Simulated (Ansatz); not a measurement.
**TiSb: pressure against volume**

One table from this session's results is given with a row withheld; the runs are named, their logs left out.

Computed with Ansatz 0.2.0 (DFT LDA, scalar-relativistic, unless a step's input says otherwise).

**The system as given**

It takes space group P6_3/mmc (No. 194, hexagonal). The conventional cell has a = 4.103 Å, b = 4.103 Å, c = 6.284 Å, α = 90.00°, β = 90.00°, γ = 120.00°. Around Ti (site symmetry -3m) lie 6 Sb at 2.84 Å and 2 Ti at 3.14 Å. Sb (site symmetry -6m2) has 6 Ti at 2.84 Å in its first shell of neighbours.

As a file:

```
Ti Sb
1.0
     4.10330    0.00000    0.00000
    -2.05165    3.55356    0.00000
     0.00000    0.00000    6.28360
Ti Sb
2 2
Direct
  0.00000 0.00000 0.00000
  0.00000 0.00000 0.50000
  0.33333 0.66667 0.25000
  0.66667 0.33333 0.75000
```

Atoms are numbered in the order of the input: Ti1, Ti2, Sb3, Sb4.

Set-up of the first run:

The input, input.yaml:

```yaml
crystal:
  lattice:
    - [4.0478423307, 0.0, 0.0]
    - [-2.0239211654, 3.5055342889, 0.0]
    - [0.0, 0.0, 6.1986760761]
  atoms:
    - { symbol: Ti, position: [0.0, 0.0, 0.0] }
    - { symbol: Ti, position: [0.0, 0.0, 0.5] }
    - { symbol: Sb, position: [0.3333333333, 0.6666666667, 0.25] }
    - { symbol: Sb, position: [0.6666666667, 0.3333333333, 0.75] }
kpoints:
  mp_grid: { grid: [12, 12, 7] }
  band_path:
    path:
      - [0.0, 0.0, 0.0]
      - [0.5, 0.0, 0.0]
      - [0.3333333333, 0.3333333333, 0.0]
      - [0.0, 0.0, 0.0]
      - [0.0, 0.0, 0.5]
      - [0.5, 0.0, 0.5]
      - [0.3333333333, 0.3333333333, 0.5]
      - [0.0, 0.0, 0.5]
      - [0.5, 0.0, 0.5]
    npoints: 5
scf:
  occupations: { method: fermi_dirac, width: 0.03 }
hamiltonian:
  xc: lda
  pseudopotentials: { kind: all_electron, lapw: { basis_error: 0.001 } }
output:
  forces: true
  stress: true
  eigenvalues: true
```

On the command line:

```console
$ ansatz run input.yaml --threads 1 --pin off --max-ram 4096MiB --backend cpu --events-out ev --progress --plain --runs-dir out
```

Steps of the session up to this table: Volume × 0.96, LAPW; Volume × 0.96, PAW; Volume × 0.96, crystal datasets; Volume × 0.99, LAPW; Volume × 0.99, PAW; Volume × 0.99, crystal datasets; Volume × 1.02, LAPW; Volume × 1.02, PAW; Volume × 1.02, crystal datasets; Volume × 1.06, LAPW; Volume × 1.06, PAW; Volume × 1.06, crystal datasets.

One of the session's tables, all rows but one given; the rest of the session is left out.

| method | volume (Å³/atom) | pressure (GPa) |
| --- | --- | --- |
| LAPW | 21.990 | -5.42 |
| LAPW | 22.677 | -7.79 |
| LAPW | 23.364 | -9.77 |
| LAPW | 24.280 | -11.90 |
| PAW | 21.990 | -5.44 |
| PAW | 22.677 | -7.80 |
| PAW | 23.364 | ? |
| PAW | 24.280 | -11.91 |
| crystal datasets | 21.990 | -5.42 |
| crystal datasets | 22.677 | -7.79 |
| crystal datasets | 23.364 | -9.77 |
| crystal datasets | 24.280 | -11.90 |

Estimate the missing values for PAW, 23.364.

The run gave: pressure (GPa): -9.78. In the column «pressure (GPa)» it lies between crystal datasets, 24.280 (-11.90) and LAPW, 23.364 (-9.77).

Limits of these values: Warnings in the runs' records: gradients without spin orbit, crystal datasets made.
